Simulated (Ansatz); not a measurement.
Write a Python script for Ansatz's Python interface that makes a rigid torsion scan of C2H4BFO, SMILES OC=CBF. Use (for the species named): Hartree-Fock, cc-pVDZ basis, multiplicity 1.

```xyz
9

O    -2.0172   -0.4524    0.7013
C    -0.8324   -0.6104    0.0788
C     0.0746    0.3433    0.0867
B     1.5740    0.1412   -0.5835
F     2.4909    1.1752   -0.5541
H    -2.2935    0.4742    1.1637
H    -0.6164   -1.5522   -0.4098
H    -0.0472    1.3021    0.5888
H     1.7558   -0.8674   -1.0889
```

`torsion_c2h4bfo.py`
```python
# -*- coding: utf-8 -*-
import warnings

import ansatz
from ase import Atoms

params = {
    "basis": "cc-pVDZ",
    "xc": "hf",
    "fmax": 0.02,
}

warnings.simplefilter("ignore", ansatz.DeckWarning)

atoms = Atoms(["O", "C", "C", "B", "F", "H", "H", "H", "H"], positions=[
    [-2.0172, -0.4524, 0.7013],
    [-0.8324, -0.6104, 0.0788],
    [0.0746, 0.3433, 0.0867],
    [1.574, 0.1412, -0.5835],
    [2.4909, 1.1752, -0.5541],
    [-2.2935, 0.4742, 1.1637],
    [-0.6164, -1.5522, -0.4098],
    [-0.0472, 1.3021, 0.5888],
    [1.7558, -0.8674, -1.0889],
])

first = (
    ansatz.Crystal.molecule_from_ase(atoms).calculation()
    .basis(gaussian=params["basis"])
    .functional(params["xc"])
    .relax(force_tolerance=params["fmax"], max_steps=80)
)
atoms.positions = first.run().report["positions_ang"]

start = atoms.get_dihedral(2, 1, 0, 5)
energies = {}
for turn in range(0, 360, 40):
    turned = atoms.copy()
    turned.set_dihedral(2, 1, 0, 5, start + turn, indices=[0, 5])
    model = (
        ansatz.Crystal.molecule_from_ase(turned).calculation()
        .basis(gaussian=params["basis"])
        .functional(params["xc"])
    )
    energies[round((start + turn) % 360)] = model.run().report["free_energy_ev"]
floor = min(energies.values())
print("dihedral C2-C1-O0-H5 (deg)   E - E(min) (eV)")
for angle, e in sorted(energies.items()):
    print(f"{angle:8d} {(e - floor):14.3f}  " + "#" * int(30 * (e - floor) / max(max(energies.values()) - floor, 1e-9)))
```

```console
$ python torsion_c2h4bfo.py
dihedral C2-C1-O0-H5 (deg)   E - E(min) (eV)
       0          0.000
      40          0.166  ############
      80          0.384  #############################
     120          0.326  #########################
     160          0.169  #############
     200          0.170  #############
     240          0.326  #########################
     280          0.384  ##############################
     320          0.166  ############
```

The lowest point is at 0° and the highest at 80°, 0.384 eV (37.1 kJ/mol) above it, with the rest of the molecule held.

The scan is rigid and the energies are electronic, in a modest basis. With rigid groups the curve can differ much from the relaxed path, the start wasn't checked as a minimum of this torsion, and equivalent turns needn't return to the same energy. Hardware and time: 23 s on 1 thread of Intel(R) Xeon(R) Processor @ 2.30GHz, with other jobs on the host, peak memory 0.27 GiB.
